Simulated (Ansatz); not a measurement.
**C2H3BrO: a ladder of functionals and wavefunction methods**

How much do the methods differ for C2H3BrO? The plan is to run it at one geometry with functionals of several rungs and with coupled cluster, and see how far each lands from CCSD(T) at the basis-set limit for the atomisation energy.

The runs use Ansatz 0.2.0, Gaussian basis; functionals in def2-TZVPP, the program's frozen cores in correlated methods.

The runs, in order: LDA (SPW92), PBE-D4, revPBE-D4, BLYP-D4, r2SCAN-D4, B97M-V, PBE0-D4, B3LYP-D4, r2SCANh-D4, r2SCAN0-D4, HSE06-D4, BHLYP-D4, CAM-B3LYP-D4, LC-ωPBE, ωB97X-V, ωB97M-V, B2PLYP, PBE-QIDH; CCSD(T)/def2-SVP; CCSD(T)/def2-TZVPP; MP2/def2-QZVPP; extrapolation to the limit; RPA on PBE.

## 1. Structure used throughout

An earlier PBE0-D4 in a triple-zeta def2 set relaxation fixed the geometry.

SMILES `O=CCBr`, 7 atoms, charge 0, spin multiplicity 1.

Atoms are counted from 1 here; the program's logs count them from 0.

Bond lengths: O1–C2 1.197 Å, C2–C3 1.503 Å, C2–H5 1.109 Å, C3–Br4 1.938 Å, C3–H6 1.091 Å, C3–H7 1.087 Å. Angles: O1–C2–C3 122.9°, O1–C2–H5 122.0°, C3–C2–H5 115.1°, C2–C3–Br4 108.6°, C2–C3–H6 110.7°, C2–C3–H7 111.1°, Br4–C3–H6 106.5°, Br4–C3–H7 108.8°, H6–C3–H7 111.0°.

Geometry (Å):

```
O    -0.66759   -1.07124    1.40926
C    -0.27407   -0.81155    0.30892
C     0.32515    0.51882   -0.05152
Br   -0.57600    1.19792   -1.62737
H    -0.32543   -1.54464   -0.52117
H     1.37642    0.40781   -0.32055
H     0.20282    1.23488    0.75672
```

## 2. LDA

This LDA is Slater exchange with PW92 correlation.

in.yaml

```yaml
crystal:
  periodic: [false, false, false]
  atoms:
    - {symbol: O, position_ang: [-0.667592, -1.071237, 1.409261]}
    - {symbol: C, position_ang: [-0.274073, -0.811547, 0.308920]}
    - {symbol: C, position_ang: [0.325152, 0.518818, -0.051523]}
    - {symbol: Br, position_ang: [-0.576003, 1.197916, -1.627370]}
    - {symbol: H, position_ang: [-0.325428, -1.544638, -0.521166]}
    - {symbol: H, position_ang: [1.376422, 0.407807, -0.320549]}
    - {symbol: H, position_ang: [0.202823, 1.234881, 0.756725]}
basis:
  gaussian: {orbitals: def2-TZVPP}
hamiltonian: {xc: lda}
output: {orbitals: {seedname: orbitals}}
```

On the command line:

```sh
ansatz run in.yaml --threads 2 --pin off --events-out ev --progress --plain --max-ram 4352MiB
```

After this run come: PBE-D4 (GGA); revPBE-D4 (GGA); BLYP-D4 (GGA); r2SCAN-D4 (meta-GGA); B97M-V (meta-GGA); PBE0-D4 (hybrid); B3LYP-D4 (hybrid); r2SCANh-D4 (hybrid); r2SCAN0-D4 (hybrid); HSE06-D4 (hybrid); BHLYP-D4 (hybrid); CAM-B3LYP-D4 (range-separated); LC-ωPBE (range-separated); ωB97X-V (range-separated); ωB97M-V (range-separated); B2PLYP (double hybrid); PBE-QIDH (double hybrid); CCSD(T) in def2-SVP; CCSD(T) in def2-TZVPP; MP2 in def2-QZVPP; RPA on PBE orbitals.

Q: Predict the results of all the runs planned. Wanted: atomisation energy, CCSD(T)/CBS; farthest beyond LDA; mean size of error, GGA; mean size of error, meta-GGA; mean size of error, hybrid; mean size of error, range-separated; mean size of error, double hybrid; gap, smallest and largest; T1 diagnostic.

**Answer**, as computed:

| quantity | value |
| --- | --- |
| atomisation energy, CCSD(T)/CBS | 2687.7 kJ/mol |
| functionals within 26.9 kJ/mol (1.0 %) | revPBE-D4, BLYP-D4, r2SCAN-D4, B97M-V, PBE0-D4, B3LYP-D4, r2SCANh-D4, HSE06-D4, CAM-B3LYP-D4, LC-ωPBE, ωB97X-V, ωB97M-V, PBE-QIDH |
| farthest beyond LDA | BHLYP-D4 (-124.6 kJ/mol) |
| mean size of error, GGA | 42.2 kJ/mol |
| mean size of error, meta-GGA | 8.1 kJ/mol |
| mean size of error, hybrid | 40.1 kJ/mol |
| mean size of error, range-separated | 5.2 kJ/mol |
| mean size of error, double hybrid | 22.3 kJ/mol |
| gap, smallest and largest | 3.50 eV (LDA (SPW92)), 11.54 eV (LC-ωPBE) |
| T1 diagnostic | 0.0115 |
| triples share of the correlation energy | 3.9 % |

**Reading.** The LDA atomisation energy is off by 457.3 kJ/mol (17 %): it overbinds. PBE-D4 is off by +98.4 kJ/mol. Double hybrids carry the basis error of their MP2 part in triple zeta, and no dispersion term here, so their miss is partly the set-up's. The rungs range-separated, meta-GGA, double hybrid miss on average by less than the doubt on the reference (26.9 kJ/mol), so they tie. Misses under about 26.9 kJ/mol are within the doubt on the reference itself, which lacks core-valence correlation, relativity and higher excitations, and its outer-core shells are covered unevenly. All levels share the lack of spin-orbit coupling, which lowers the free heavy atoms and so the true binding. Hartree-Fock recovers 70 % of the binding; the rest is correlation. CCSD(T) in def2-SVP is off by -139.0 kJ/mol, which most functionals beat. Orbital gaps span 3.5 to 11.5 eV; exact exchange widens them. Correlated methods include outer-core shells of Br, which these sets cover unevenly.
